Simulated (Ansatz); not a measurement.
I need a projected density of states of YIn, space group Pm-3m. Use Ansatz 0.2.0, Python API. Use: r2SCAN, PAW, cutoff 381 eV, 5×5×5 k-points, Fermi-Dirac smearing of 0.3 eV.

`yin.cif`
```cif
data_YIn
_cell_length_a 3.810000
_cell_length_b 3.810000
_cell_length_c 3.810000
_cell_angle_alpha 90.00000
_cell_angle_beta 90.00000
_cell_angle_gamma 90.00000
_symmetry_space_group_name_H-M 'P 1'
_symmetry_Int_Tables_number 1
loop_
_symmetry_equiv_pos_as_xyz
'x, y, z'
loop_
_atom_site_label
_atom_site_type_symbol
_atom_site_fract_x
_atom_site_fract_y
_atom_site_fract_z
Y1 Y    0.500000    0.500000    0.500000
In2 In    0.000000    0.000000    0.000000
```

The script, `yin_pdos.py`:
```python
import warnings

import ansatz as az
from ase.io import read
import numpy as np

OCCUPATIONS = 'fermi_dirac'
SIGMA = 0.3
MESH = (5, 5, 5)
MAX_ITERATIONS = 80
FUNCTIONAL = 'r2scan'
N_EMPTY = 10


def main() -> None:
    warnings.simplefilter('ignore', az.DeckWarning)

    atoms = read('yin.cif')
    structure = az.Crystal.from_ase(atoms)

    calc = structure.calculation()
    calc = calc.occupations(OCCUPATIONS, width=SIGMA)
    calc = calc.kpoints(mesh=MESH, center='gamma').basis(28 * az.Ry)
    calc = calc.scf(max_iterations=MAX_ITERATIONS)
    calc = calc.functional(FUNCTIONAL).scf(extra_bands=N_EMPTY)
    calc = calc.density_of_states(projected=True, energy_step=0.1)
    out = calc.run(threads=1)
    report = out.report

    dos = out.density_of_states()
    energy = np.asarray(dos.energies_ev) - dos.fermi_ev
    curves = {}
    for site in out.projected_density_of_states().sites:
        for shell in site.shells:
            weight = sum(np.sum(curve.g_bin_mean_per_ev, axis=0) for curve in shell.curves)
            name = f'{site.species} {shell.label}'
            curves[name] = curves.get(name, 0) + weight

    print('E-EF   ' + ' '.join(f'{name:>8s}' for name in curves))
    for e in np.arange(-10, 6 + 0.1, 0.5):
        print(f'{e:5.1f}  ' + ' '.join(f'{np.interp(e, energy, g):8.3f}' for g in curves.values()))


if __name__ == '__main__':
    main()
```

Output of `python yin_pdos.py`:
```text
E-EF       Y 4S     Y 5S     Y 4P     Y 4D    In 5S    In 5P    In 4D
-10.0     0.000    0.000    0.000    0.000    0.000    0.000    0.000
 -9.5     0.000    0.000    0.000    0.000    0.000    0.000    0.000
 -9.0     0.000    0.000    0.000    0.000    0.000    0.000    0.000
 -8.5     0.000    0.000    0.000    0.000    0.000    0.000    0.000
 -8.0     0.001    0.021    0.000    0.000    0.019    0.002    0.000
 -7.5     0.004    0.101    0.003    0.005    0.120    0.029    0.000
 -7.0     0.004    0.101    0.005    0.018    0.180    0.052    0.000
 -6.5     0.005    0.101    0.009    0.054    0.303    0.087    0.001
 -6.0     0.005    0.101    0.021    0.193    0.633    0.190    0.002
 -5.5     0.002    0.034    0.014    0.335    0.553    0.145    0.003
 -5.0     0.000    0.006    0.003    0.109    0.163    0.050    0.001
 -4.5     0.000    0.001    0.001    0.056    0.082    0.028    0.000
 -4.0     0.000    0.000    0.000    0.000    0.000    0.000    0.000
 -3.5     0.001    0.003    0.000    0.009    0.006    0.020    0.000
 -3.0     0.013    0.061    0.007    0.154    0.051    0.328    0.002
 -2.5     0.015    0.102    0.016    0.331    0.055    0.638    0.004
 -2.0     0.009    0.088    0.024    0.731    0.034    1.031    0.005
 -1.5     0.003    0.015    0.020    0.398    0.018    0.630    0.003
 -1.0     0.003    0.008    0.016    0.678    0.037    0.597    0.005
 -0.5     0.001    0.010    0.012    0.981    0.067    0.603    0.006
  0.0     0.000    0.014    0.002    0.360    0.059    0.110    0.001
  0.5     0.001    0.124    0.005    0.932    0.089    0.253    0.006
  1.0     0.000    0.053    0.005    1.209    0.029    0.388    0.003
  1.5     0.000    0.024    0.008    1.609    0.080    0.681    0.004
  2.0     0.001    0.041    0.002    0.438    0.023    0.174    0.002
  2.5     0.001    0.090    0.006    2.905    0.020    0.247    0.017
  3.0     0.001    0.028    0.001    1.566    0.149    0.099    0.006
  3.5     0.000    0.014    0.000    0.454    0.116    0.041    0.001
  4.0     0.000    0.031    0.001    0.953    0.190    0.246    0.001
  4.5     0.000    0.025    0.001    0.706    0.179    0.111    0.001
  5.0     0.002    0.193    0.003    2.246    0.439    0.760    0.003
  5.5     0.001    0.047    0.001    0.358    0.063    0.217    0.001
  6.0     0.012    0.396    0.001    0.435    0.038    0.377    0.001
```

These settings explore the input space; cutoff and mesh may be short of convergence. The cutoff lies under the one recommended for these potentials. The mesh is modest for a metal, so energies can be off by several to tens of meV an atom and pressures by half a GPa or more; differences at equal mesh fare better. The structure is a deposited one; some such entries were measured under pressure or heat, so a shift against it needn't be the functional's error alone. Curves are summed over the cell's atoms. Only shells that the potentials hold have channels, so projections don't add up to the total, least of all where a shell is missing (p of most metals); heights and places of peaks move with the mesh. The density of states is complete only as far up as bands were computed. The script silences the warnings on its input, which a real study should read. The whole script took 2.9 s on 1 thread of Arm Neoverse V1, on a shared host, peak memory 0.44 GiB.
